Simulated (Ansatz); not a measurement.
# SiC (Moissanite 3C): a point defect seen from the nuclei (In on a C site), part 2 of 2

Aim: the field gradients at and around a point defect: In on a C site in SiC (Moissanite 3C), cell charge -1. The cell is a supercell built from a structure deposited in the COD. Planned: a single point, then a relaxation.

Ansatz 0.2.0; DFT, PBE, plane-wave PAW, default files, scalar-relativistic. The steps go on from the part before.

**3. Ions relaxed**

The input, input.yaml:

```yaml
crystal:
  lattice:
    - [0.0, 6.537, 6.537]
    - [6.537, 0.0, 6.537]
    - [6.537, 6.537, 0.0]
  atoms:
    - { symbol: Si, position: [0.0, 0.0, 0.0] }
    - { symbol: Si, position: [0.0, 0.0, 0.3333333333] }
    - { symbol: Si, position: [0.0, 0.0, 0.6666666667] }
    - { symbol: Si, position: [0.0, 0.3333333333, 0.0] }
    - { symbol: Si, position: [0.0, 0.3333333333, 0.3333333333] }
    - { symbol: Si, position: [0.0, 0.3333333333, 0.6666666667] }
    - { symbol: Si, position: [0.0, 0.6666666667, 0.0] }
    - { symbol: Si, position: [0.0, 0.6666666667, 0.3333333333] }
    - { symbol: Si, position: [0.0, 0.6666666667, 0.6666666667] }
    - { symbol: Si, position: [0.3333333333, 0.0, 0.0] }
    - { symbol: Si, position: [0.3333333333, 0.0, 0.3333333333] }
    - { symbol: Si, position: [0.3333333333, 0.0, 0.6666666667] }
    - { symbol: Si, position: [0.3333333333, 0.3333333333, 0.0] }
    - { symbol: Si, position: [0.3333333333, 0.3333333333, 0.3333333333] }
    - { symbol: Si, position: [0.3333333333, 0.3333333333, 0.6666666667] }
    - { symbol: Si, position: [0.3333333333, 0.6666666667, 0.0] }
    - { symbol: Si, position: [0.3333333333, 0.6666666667, 0.3333333333] }
    - { symbol: Si, position: [0.3333333333, 0.6666666667, 0.6666666667] }
    - { symbol: Si, position: [0.6666666667, 0.0, 0.0] }
    - { symbol: Si, position: [0.6666666667, 0.0, 0.3333333333] }
    - { symbol: Si, position: [0.6666666667, 0.0, 0.6666666667] }
    - { symbol: Si, position: [0.6666666667, 0.3333333333, 0.0] }
    - { symbol: Si, position: [0.6666666667, 0.3333333333, 0.3333333333] }
    - { symbol: Si, position: [0.6666666667, 0.3333333333, 0.6666666667] }
    - { symbol: Si, position: [0.6666666667, 0.6666666667, 0.0] }
    - { symbol: Si, position: [0.6666666667, 0.6666666667, 0.3333333333] }
    - { symbol: Si, position: [0.6666666667, 0.6666666667, 0.6666666667] }
    - { symbol: In, position: [0.0833333333, 0.0833333333, 0.0833333333] }
    - { symbol: C, position: [0.0833333333, 0.0833333333, 0.4166666667] }
    - { symbol: C, position: [0.0833333333, 0.0833333333, 0.75] }
    - { symbol: C, position: [0.0833333333, 0.4166666667, 0.0833333333] }
    - { symbol: C, position: [0.0833333333, 0.4166666667, 0.4166666667] }
    - { symbol: C, position: [0.0833333333, 0.4166666667, 0.75] }
    - { symbol: C, position: [0.0833333333, 0.75, 0.0833333333] }
    - { symbol: C, position: [0.0833333333, 0.75, 0.4166666667] }
    - { symbol: C, position: [0.0833333333, 0.75, 0.75] }
    - { symbol: C, position: [0.4166666667, 0.0833333333, 0.0833333333] }
    - { symbol: C, position: [0.4166666667, 0.0833333333, 0.4166666667] }
    - { symbol: C, position: [0.4166666667, 0.0833333333, 0.75] }
    - { symbol: C, position: [0.4166666667, 0.4166666667, 0.0833333333] }
    - { symbol: C, position: [0.4166666667, 0.4166666667, 0.4166666667] }
    - { symbol: C, position: [0.4166666667, 0.4166666667, 0.75] }
    - { symbol: C, position: [0.4166666667, 0.75, 0.0833333333] }
    - { symbol: C, position: [0.4166666667, 0.75, 0.4166666667] }
    - { symbol: C, position: [0.4166666667, 0.75, 0.75] }
    - { symbol: C, position: [0.75, 0.0833333333, 0.0833333333] }
    - { symbol: C, position: [0.75, 0.0833333333, 0.4166666667] }
    - { symbol: C, position: [0.75, 0.0833333333, 0.75] }
    - { symbol: C, position: [0.75, 0.4166666667, 0.0833333333] }
    - { symbol: C, position: [0.75, 0.4166666667, 0.4166666667] }
    - { symbol: C, position: [0.75, 0.4166666667, 0.75] }
    - { symbol: C, position: [0.75, 0.75, 0.0833333333] }
    - { symbol: C, position: [0.75, 0.75, 0.4166666667] }
    - { symbol: C, position: [0.75, 0.75, 0.75] }
total_charge: -1
kpoints:
  mp_grid: { grid: [3, 3, 3] }
scf:
  occupations: { method: fermi_dirac, width: 0.01 }
hamiltonian:
  xc: pbe
  pseudopotentials: { kind: paw }
output:
  forces: true
  stress: true
  populations: true
  efg: { quadrupole_moments_barn: { In: 0.772 }, contact_densities: true }
relax:
  f_tol: 0.03
  max_steps: 40
```

Started as:

```
$ ansatz run input.yaml --threads 1 --pin off --max-ram 3072MiB --backend cpu --events-out ev --progress --plain --runs-dir out
```

Log:

```text
Warning: output.stress: scf.convergence.dr2_threshold = 1e-7 eV (the SCF's general default) is looser than the 5.4e-9 eV advised for a printed stress (1e-10 eV for each atom of the cell: 54). What an SCF threshold leaves in a stress goes as its square root, and in the free energy as the threshold itself, and one threshold admits the most on a small cell: of the crystals measured, under no hybrid functional and no lock of the moments, on runs that ended without the residual-converged pass, on stresses that held no estimate of that error, the worst erred by over 100 MPa in a component at 1e-7 eV an atom and by under 5 at 1e-10. Every solve of this run answers to scf.convergence.dr2_threshold, and the tensor of one is reported: a single SCF on the reported geometry and on this run's grids (its basis.xc_grid and basis.ecutrho_ratio typed), with scf.convergence.dr2_threshold at 5.4e-9 eV or tighter, prints it and tightens no other solve. Else set scf.convergence.dr2_threshold to 5.4e-9 eV or tighter. The threshold is an SCF's pass mark: one that does not reach it within its budget of iterations ends unconverged, or closes short of it on a stop that the run arms, and scf.convergence.dr2_threshold's page says what that costs each kind of run
Warning: RAYON_NUM_THREADS=1 ignored (pool sized by the plan → 1); use --threads N
In: output.efg is read without spin–orbit coupling, which moves field gradients at and beside such atoms by some per cent and up to a factor of two; PAW files take it under magnetization.noncollinear and magnetization.spin_orbit
[... 10 set-up lines as earlier in the session ...]
Crystal: 54 atoms, lattice volume = 558.683 Å³
Basis set: ecut = 420 eV, 10969 PW (Γ), exchange–correlation on 128×128×128 points (8 copies of the dense FFT grid, shifted against one another)
Bands: 167, of which v1, the nominal top of the filled ones, is band 113 counted from 1 (112 counted from 0)
[... 2 set-up lines as earlier in the session ...]
k-points: 4 of 27 (time reversal used)
[... 10 set-up lines as earlier in the session ...]
SCF iter   1: F=—  HF=-29268.451622 eV  |F-HF|=—  |Δ(HF+E_count)|=         —  Δρ=8.83e-3  dr2=7.28e-1  ethr=1.77e-3  ⟨swp⟩=6.2  Hψ=3141  notcnv=0  defer=81
preconditioner: auto → Resta (q_TF=auto, 2.346 Å⁻¹)  ε∞=4.7  [insulator: Δε(μ)=0.685 eV  Ē_g=12.352 eV  σ=0.010 eV  W_gap=1.00  n_scr=112 (ndim 8)  ℏωp=23.6 eV  f_vac=0.000  D(μ)=0.00/eV (n_scr^D=0)  ε∞_Penn≈4.7]
SCF iter   2: F=—  HF=-29268.275494 eV  |F-HF|=—  |Δ(HF+E_count)|=   1.76e-1  Δρ=3.98e-3  dr2=1.35e-1  ethr=3.22e-4  ⟨swp⟩=2.2  Hψ=909  notcnv=0  defer=183
SCF iter   3: F=—  HF=-29268.231639 eV  |F-HF|=—  |Δ(HF+E_count)|=   4.39e-2  Δρ=9.64e-4  dr2=7.92e-3  ethr=5.99e-5  ⟨swp⟩=2.8  Hψ=976  notcnv=0  defer=186
SCF iter   4: F=—  HF=-29268.229592 eV  |F-HF|=—  |Δ(HF+E_count)|=   2.05e-3  Δρ=2.83e-4  dr2=4.45e-4  ethr=3.51e-6  ⟨swp⟩=2.0  Hψ=1150  notcnv=0  defer=186
SCF iter   5: F=—  HF=-29268.229565 eV  |F-HF|=—  |Δ(HF+E_count)|=   2.76e-5  Δρ=7.72e-5  dr2=3.67e-5  ethr=1.97e-7  ⟨swp⟩=2.0  Hψ=810  notcnv=0  defer=186
SCF iter   6: F=-29268.229566 eV  HF=-29268.229567 eV  |F-HF|=1.58e-7  |Δ(HF+E_count)|=   1.98e-6  Δρ=2.05e-5  dr2=2.33e-6  ethr=9.96e-9  ⟨swp⟩=4.0  Hψ=1880  notcnv=0
SCF 1 converged in 6 iterations: F = -29268.229566 eV  dr2 = 2.33e-6
relax step   1: F+E_penalty+E_count = -29268.22956645 eV  Δ(F+E_penalty+E_count) = +0.000e0 eV  max|allowed force component| = 9.371e0 eV/Å  Δτ_max = 0.0000 Å  (6 SCF iters, dr2 threshold 2.25e-5 eV, accepted)
[... 12 lines left out ...]
relax step   2: F+E_penalty+E_count = -29276.45184773 eV  Δ(F+E_penalty+E_count) = -8.222e0 eV  max|allowed force component| = 3.058e0 eV/Å  Δτ_max = 0.1949 Å  (6 SCF iters, dr2 threshold 1.00e-4 eV, accepted)
[... 9 lines left out ...]
relax step   3: F+E_penalty+E_count = -29277.87977743 eV  Δ(F+E_penalty+E_count) = -1.428e0 eV  max|allowed force component| = 1.314e0 eV/Å  Δτ_max = 0.1029 Å  (6 SCF iters, dr2 threshold 1.00e-4 eV, accepted)
[... 9 lines left out ...]
relax step   4: F+E_penalty+E_count = -29278.39788121 eV  Δ(F+E_penalty+E_count) = -5.181e-1 eV  max|allowed force component| = 3.860e-1 eV/Å  Δτ_max = 0.0612 Å  (6 SCF iters, dr2 threshold 1.00e-4 eV, accepted)
[... 10 lines left out ...]
relax step   5: F+E_penalty+E_count = -29278.44546281 eV  Δ(F+E_penalty+E_count) = -4.758e-2 eV  max|allowed force component| = 5.153e-2 eV/Å  Δτ_max = 0.0313 Å  (6 SCF iters, dr2 threshold 1.29e-5 eV, accepted)
[... 9 lines left out ...]
relax step   6: F+E_penalty+E_count = -29278.44657651 eV  Δ(F+E_penalty+E_count) = -1.114e-3 eV  max|allowed force component| = 1.765e-2 eV/Å  Δτ_max = 0.0021 Å  (6 SCF iters, accepted)
NSCF: frozen V_eff on 4 k-points
the band table was solved once a step of the walk had ended and its energy, with any forces and stress, was formed, with the checks that follow a solve (3582 applications of the Hamiltonian). They found nothing against the state; the energy, forces and stress were not computed again (output.eigenvalues in the input reference)
SCF converged after 6 iterations
Free energy (F): -29278.446577 eV
Harris-Foulkes:  -29278.446577 eV  (|F-HF|=5.93e-10)
Internal energy: -29278.440855 eV  (E = F + TS)
E sigma→0 (E₀):  -29278.443716 eV
Entropy (-TS):   -0.005722 eV (-0.106 meV/atom)
Fermi energy:    11.640725 eV
--- Per-component energies (eV) ---
[... 15 lines left out ...]
--- Forces (eV/Å), atoms counted from 1 ---
  atom   1  Si    -0.00502568    -0.00502568    -0.00502568
  atom   2  Si     0.00502568     0.00502568    -0.00502568
  atom   3  Si     0.00000000     0.00000000     0.01764659
  atom   4  Si     0.00502568    -0.00502568     0.00502568
  atom   5  Si     0.00561496     0.01065965     0.01065965
  atom   6  Si    -0.01065965    -0.00561496     0.01065965
[... 48 lines left out ...]
  max |Σ_I F_I| component: 8.10e-16 eV/Å
--- Stress (GPa, compression-positive) ---
       10.460914       0.000000       0.000000
        0.000000      10.460914       0.000000
       -0.000000       0.000000      10.460914
  P = ⅓ Tr σ = 10.4609 GPa (104.609 kbar)
--- PAW observables at the nuclei: V_zz in 10²¹ V/m², potentials from the cell's mean, atoms counted from 1 ---
  atom   1  Si V_zz =    -2.798186   η = 0.0000   by run symmetry: allowed
            electrostatic potential = -1363.699645 V   contact ρ = 12806.958661 e/Å³
  atom   2  Si V_zz =    -2.798186   η = 0.0000   by run symmetry: allowed
            electrostatic potential = -1363.699645 V   contact ρ = 12806.958661 e/Å³
  atom   3  Si V_zz =    -1.383534   η = 0.3572   by run symmetry: allowed
            electrostatic potential = -1362.916115 V   contact ρ = 12806.936428 e/Å³
  atom   4  Si V_zz =    -2.798186   η = 0.0000   by run symmetry: allowed
            electrostatic potential = -1363.699645 V   contact ρ = 12806.958661 e/Å³
  atom   5  Si V_zz =    +0.200701   η = 0.4034   by run symmetry: allowed
            electrostatic potential = -1362.637989 V   contact ρ = 12806.952584 e/Å³
  atom   6  Si V_zz =    +0.200701   η = 0.4034   by run symmetry: allowed
            electrostatic potential = -1362.637989 V   contact ρ = 12806.952584 e/Å³
  atom   7  Si V_zz =    -1.383534   η = 0.3572   by run symmetry: allowed
            electrostatic potential = -1362.916115 V   contact ρ = 12806.936428 e/Å³
  atom   8  Si V_zz =    +0.200701   η = 0.4034   by run symmetry: allowed
            electrostatic potential = -1362.637989 V   contact ρ = 12806.952584 e/Å³
  atom   9  Si V_zz =    -1.383534   η = 0.3572   by run symmetry: allowed
            electrostatic potential = -1362.916115 V   contact ρ = 12806.936428 e/Å³
  atom  10  Si V_zz =    -2.798186   η = 0.0000   by run symmetry: allowed
            electrostatic potential = -1363.699645 V   contact ρ = 12806.958661 e/Å³
  atom  11  Si V_zz =    +0.200701   η = 0.4034   by run symmetry: allowed
            electrostatic potential = -1362.637989 V   contact ρ = 12806.952584 e/Å³
  atom  12  Si V_zz =    +0.200701   η = 0.4034   by run symmetry: allowed
            electrostatic potential = -1362.637989 V   contact ρ = 12806.952584 e/Å³
  atom  13  Si V_zz =    +0.200701   η = 0.4034   by run symmetry: allowed
            electrostatic potential = -1362.637989 V   contact ρ = 12806.952584 e/Å³
  atom  14  Si V_zz =    +0.000000   η = 0.0000   by run symmetry: forbidden
            electrostatic potential = -1362.646711 V   contact ρ = 12806.962948 e/Å³
  atom  15  Si V_zz =    +0.200701   η = 0.4034   by run symmetry: allowed
            electrostatic potential = -1362.637989 V   contact ρ = 12806.952584 e/Å³
  atom  16  Si V_zz =    +0.200701   η = 0.4034   by run symmetry: allowed
            electrostatic potential = -1362.637989 V   contact ρ = 12806.952584 e/Å³
  atom  17  Si V_zz =    +0.200701   η = 0.4034   by run symmetry: allowed
            electrostatic potential = -1362.637989 V   contact ρ = 12806.952584 e/Å³
  atom  18  Si V_zz =    -0.184084   η = 0.0000   by run symmetry: allowed
            electrostatic potential = -1362.614937 V   contact ρ = 12806.943165 e/Å³
  atom  19  Si V_zz =    -1.383534   η = 0.3572   by run symmetry: allowed
            electrostatic potential = -1362.916115 V   contact ρ = 12806.936428 e/Å³
  atom  20  Si V_zz =    +0.200701   η = 0.4034   by run symmetry: allowed
            electrostatic potential = -1362.637989 V   contact ρ = 12806.952584 e/Å³
  atom  21  Si V_zz =    -1.383534   η = 0.3572   by run symmetry: allowed
            electrostatic potential = -1362.916115 V   contact ρ = 12806.936428 e/Å³
  atom  22  Si V_zz =    +0.200701   η = 0.4034   by run symmetry: allowed
            electrostatic potential = -1362.637989 V   contact ρ = 12806.952584 e/Å³
  atom  23  Si V_zz =    +0.200701   η = 0.4034   by run symmetry: allowed
            electrostatic potential = -1362.637989 V   contact ρ = 12806.952584 e/Å³
  atom  24  Si V_zz =    -0.184084   η = 0.0000   by run symmetry: allowed
            electrostatic potential = -1362.614937 V   contact ρ = 12806.943165 e/Å³
  atom  25  Si V_zz =    -1.383534   η = 0.3572   by run symmetry: allowed
            electrostatic potential = -1362.916115 V   contact ρ = 12806.936428 e/Å³
  atom  26  Si V_zz =    -0.184084   η = 0.0000   by run symmetry: allowed
            electrostatic potential = -1362.614937 V   contact ρ = 12806.943165 e/Å³
  atom  27  Si V_zz =    -0.184084   η = 0.0000   by run symmetry: allowed
            electrostatic potential = -1362.614937 V   contact ρ = 12806.943165 e/Å³
  atom  28  In V_zz =    +0.000000   η = 0.0000   by run symmetry: forbidden   C_q = +0.0000 MHz
            electrostatic potential = -7940.575960 V   contact ρ = 1133064.569060 e/Å³
  atom  29  C  V_zz =    -1.017592   η = 0.7105   by run symmetry: allowed
            electrostatic potential = -419.336557 V   contact ρ = 867.092097 e/Å³
  atom  30  C  V_zz =    -1.017592   η = 0.7105   by run symmetry: allowed
            electrostatic potential = -419.336557 V   contact ρ = 867.092097 e/Å³
  atom  31  C  V_zz =    -1.017592   η = 0.7105   by run symmetry: allowed
            electrostatic potential = -419.336557 V   contact ρ = 867.092097 e/Å³
  atom  32  C  V_zz =    +0.085991   η = 0.0000   by run symmetry: allowed
            electrostatic potential = -419.228610 V   contact ρ = 866.969237 e/Å³
  atom  33  C  V_zz =    -1.017592   η = 0.7105   by run symmetry: allowed
            electrostatic potential = -419.336557 V   contact ρ = 867.092097 e/Å³
  atom  34  C  V_zz =    -1.017592   η = 0.7105   by run symmetry: allowed
            electrostatic potential = -419.336557 V   contact ρ = 867.092097 e/Å³
  atom  35  C  V_zz =    -1.017592   η = 0.7105   by run symmetry: allowed
            electrostatic potential = -419.336557 V   contact ρ = 867.092097 e/Å³
  atom  36  C  V_zz =    -0.078345   η = 0.0000   by run symmetry: allowed
            electrostatic potential = -419.136446 V   contact ρ = 867.037568 e/Å³
  atom  37  C  V_zz =    -1.017592   η = 0.7105   by run symmetry: allowed
            electrostatic potential = -419.336557 V   contact ρ = 867.092097 e/Å³
  atom  38  C  V_zz =    +0.085991   η = 0.0000   by run symmetry: allowed
            electrostatic potential = -419.228610 V   contact ρ = 866.969237 e/Å³
  atom  39  C  V_zz =    -1.017592   η = 0.7105   by run symmetry: allowed
            electrostatic potential = -419.336557 V   contact ρ = 867.092097 e/Å³
  atom  40  C  V_zz =    +0.085991   η = 0.0000   by run symmetry: allowed
            electrostatic potential = -419.228610 V   contact ρ = 866.969237 e/Å³
  atom  41  C  V_zz =    +0.085991   η = 0.0000   by run symmetry: allowed
            electrostatic potential = -419.228610 V   contact ρ = 866.969237 e/Å³
  atom  42  C  V_zz =    +0.064506   η = 0.1125   by run symmetry: allowed
            electrostatic potential = -419.113911 V   contact ρ = 866.989353 e/Å³
  atom  43  C  V_zz =    -1.017592   η = 0.7105   by run symmetry: allowed
            electrostatic potential = -419.336557 V   contact ρ = 867.092097 e/Å³
  atom  44  C  V_zz =    +0.064506   η = 0.1125   by run symmetry: allowed
            electrostatic potential = -419.113911 V   contact ρ = 866.989353 e/Å³
  atom  45  C  V_zz =    +0.064506   η = 0.1125   by run symmetry: allowed
            electrostatic potential = -419.113911 V   contact ρ = 866.989353 e/Å³
  atom  46  C  V_zz =    -1.017592   η = 0.7105   by run symmetry: allowed
            electrostatic potential = -419.336557 V   contact ρ = 867.092097 e/Å³
  atom  47  C  V_zz =    -1.017592   η = 0.7105   by run symmetry: allowed
            electrostatic potential = -419.336557 V   contact ρ = 867.092097 e/Å³
  atom  48  C  V_zz =    -0.078345   η = 0.0000   by run symmetry: allowed
            electrostatic potential = -419.136446 V   contact ρ = 867.037568 e/Å³
  atom  49  C  V_zz =    -1.017592   η = 0.7105   by run symmetry: allowed
            electrostatic potential = -419.336557 V   contact ρ = 867.092097 e/Å³
  atom  50  C  V_zz =    +0.064506   η = 0.1125   by run symmetry: allowed
            electrostatic potential = -419.113911 V   contact ρ = 866.989353 e/Å³
  atom  51  C  V_zz =    +0.064506   η = 0.1125   by run symmetry: allowed
            electrostatic potential = -419.113911 V   contact ρ = 866.989353 e/Å³
  atom  52  C  V_zz =    -0.078345   η = 0.0000   by run symmetry: allowed
            electrostatic potential = -419.136446 V   contact ρ = 867.037568 e/Å³
  atom  53  C  V_zz =    +0.064506   η = 0.1125   by run symmetry: allowed
            electrostatic potential = -419.113911 V   contact ρ = 866.989353 e/Å³
  atom  54  C  V_zz =    -0.078345   η = 0.0000   by run symmetry: allowed
            electrostatic potential = -419.136446 V   contact ρ = 867.037568 e/Å³
--- Band table (eV) ---
[... 4 lines left out ...]
--- Relaxed structure (6 steps of the walk, 6 accepted, 0 SCFs on fresh bases) ---
  F+E_penalty+E_count = -29278.44657651 eV   max|allowed force component| = 1.765e-2 eV/Å
  atoms:
[... 54 lines left out ...]
--- Löwdin populations: 54 sites ---
  site symbol       q [e]
[... 54 lines left out ...]
  spilling = 0.010266 (of n_electrons = 226.000000)
```

It took 3.6 min on 1 thread of Arm Neoverse V2, shared host; peak memory 1.1 GiB.

The steps of the relaxation:

```csv
step,energy change (eV),largest force component (eV/Å)
1,0.0000,9.371
2,-8.2223,3.058
3,-9.6502,1.314
4,-10.1683,0.386
5,-10.2159,0.052
6,-10.2170,0.018
```

Largest displacement: 0.392 Å (atom 4 and its like, Si); mean 0.047 Å.

The run ends with no gap over 0.1 eV on the mesh, largest force 0.018 eV/Å, pressure 10.5 GPa.

Beside the values of step 2 (V_zz in 10²¹ V/m²):

```csv
site,atoms,"V_zz, PBE","V_zz, PBE relaxed","η, PBE","η, PBE relaxed"
In,28,0.00,0.00,–,–
Si1,"1, 2, 4, …",-6.29,-2.80,0.00,0.00
C29,"29, 30, 31, …",-0.49,-1.02,0.38,0.71
Si5,"5, 6, 8, …",0.26,0.20,0.44,0.40
C42,"42, 44, 45, …",0.019,0.065,0.47,0.11
Si3,"3, 7, 9, …",0.45,-1.38,0.59,0.36
C36,"36, 48, 52, …",0.081,-0.078,0.00,0.00
C32,"32, 38, 40, …",0.077,0.086,0.00,0.00
Si18,"18, 24, 26, …",-0.10,-0.18,0.00,0.00
Si14,14,0.00,0.00,–,–
```

The printed gradients, by site:

```csv
site,atoms,distance from the defect (Å),V_zz (10²¹ V/m²),η,C_Q (MHz)
In,28,0.00,0.00,–,0 (¹¹⁵In)
Si1,"1, 2, 4, 10",2.28,-2.80,0.00,–
C29,"29, 30, 31, 33, …",3.15,-1.02,0.71,–
Si5,"5, 6, 8, 11, …",3.62,0.20,0.40,–
C42,"42, 44, 45, 50, …",4.36,0.065,0.11,–
Si3,"3, 7, 9, 19, …",4.75,-1.38,0.36,–
C32,"32, 38, 40, 41",5.34,0.086,0.00,–
C36,"36, 48, 52, 54",5.34,-0.078,0.00,–
Si18,"18, 24, 26, 27",5.66,-0.18,0.00,–
Si14,14,5.66,0.00,–,–
```

Direction of the V_zz axis (Cartesian unit vector):

```csv
site,atom,x,y,z
Si1,1,0.58,0.58,0.58
Si3,3,0.00,0.00,1.00
Si5,5,0.96,0.19,0.19
Si18,18,0.58,-0.58,-0.58
C29,29,0.69,0.69,-0.23
C32,32,0.58,-0.58,-0.58
C36,36,0.58,-0.58,-0.58
C42,42,0.00,0.00,1.00
```

The sizes of the gradients above 0.15 moved by 55 % in the median, over a factor of two at the site that moves most (small gradients counted from 0.15; Si3, 0.45 to -1.38), with a change of sign at Si3.

**4. Summary of results**

What follows sums up all 2 parts.

| quantity | value |
| --- | --- |
| state (step 3) | no gap over 0.1 eV on the mesh, largest force 0.018 eV/Å, pressure 10.5 GPa |
| V_zz by site, step 3 (10²¹ V/m²) | In 0.00, Si1 -2.80, C29 -1.02, Si5 0.20, C42 0.065, Si3 -1.38, C32 0.086, C36 -0.078, … |
| step 3 (ions relaxed) against step 2 | 55 % in the median, over a factor of two at the site that moves most (small gradients counted from 0.15; Si3, 0.45 to -1.38), with a change of sign at Si3 |

In words: The largest gradient sits at Si1 (3 C at 1.86 Å, 1 In at 2.28 Å). The runs allow no spin. The relaxation kept the symmetry F-43m, so a distorted place of lower energy may have been missed. With states at the Fermi level, this mesh doesn't settle the gradients near the defect. Moves of at most 0.39 Å on relaxation changed gradients by over a factor of two in size at the worst site (55 % in the median) (gradients over 0.15 counted), so at some sites the starting positions were a poor guide. The run isn't spin-polarised, and a state with spin may lie lower. The defect repeats with the cell of 54 atoms, so it feels its images: sites between two images don't show the values beside a lone defect, and zeros or small values of η there can come from the images' arrangement. The relaxation keeps the site symmetry -43m of the start, so the impurity can't leave its site; a distortion that would localise the carrier isn't explored. A uniform background compensates the cell's charge. The defect cell has no gap above 0.1 eV on its mesh, so the values hang on the smearing and the k-mesh. The cell keeps the host's lattice, where the PBE pressure is 10 GPa (in a charged cell this depends on the convention for the mean potential). The program warns that gradients near heavy atoms lack spin–orbit coupling.

These are semilocal Kohn-Sham gaps, which aren't the measured quantity. Such gaps usually fall short of the measured ones.
